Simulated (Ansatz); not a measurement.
Runs of Ansatz 0.2.0 on TaV. The structure is orthorhombic, space group Cmmm (No. 65). The conventional cell has a = 3.213 Å, b = 4.616 Å, c = 4.341 Å, α = 90.00°, β = 90.00°, γ = 90.00°. Around Ta (site symmetry mmm) lie 4 V at 2.70 Å and 4 Ta at 2.81 Å. V (site symmetry mmm) is surrounded by 4 Ta at 2.70 Å and 4 V at 2.81 Å. The cell comes from a database or a generator and needn't be the stable form of this composition.

```csv
spin,fixed moment (μB),pressure (GPa),moment (μB)
"collinear, ferromagnetic start",1.5,(c),1.50
"collinear, ferromagnetic start",0.5,(b),0.50
"collinear, ferromagnetic start",4.0,18.6,4.00
"collinear, ferromagnetic start",1.0,(a),1.00
"collinear, ferromagnetic start",3.0,11.2,3.00
"collinear, ferromagnetic start",2.5,7.9,2.50
"collinear, program default start",0.0,-0.7,0.00
"collinear, ferromagnetic start",2.0,5.0,2.00
```

Alike in all rows: task single point; level PBE; potentials or basis Ansatz PAW; cell as given; k mesh 8 × 8 × 5; cutoff (eV) 420; smearing fermi-dirac 0.05 eV.

Q: Estimate the missing entries.

A: (a) 0.7; (b) -0.4; (c) 2.7.

Caveats: the total moment is fixed, so each spin has its own Fermi level; the thresholds are loose for stress.
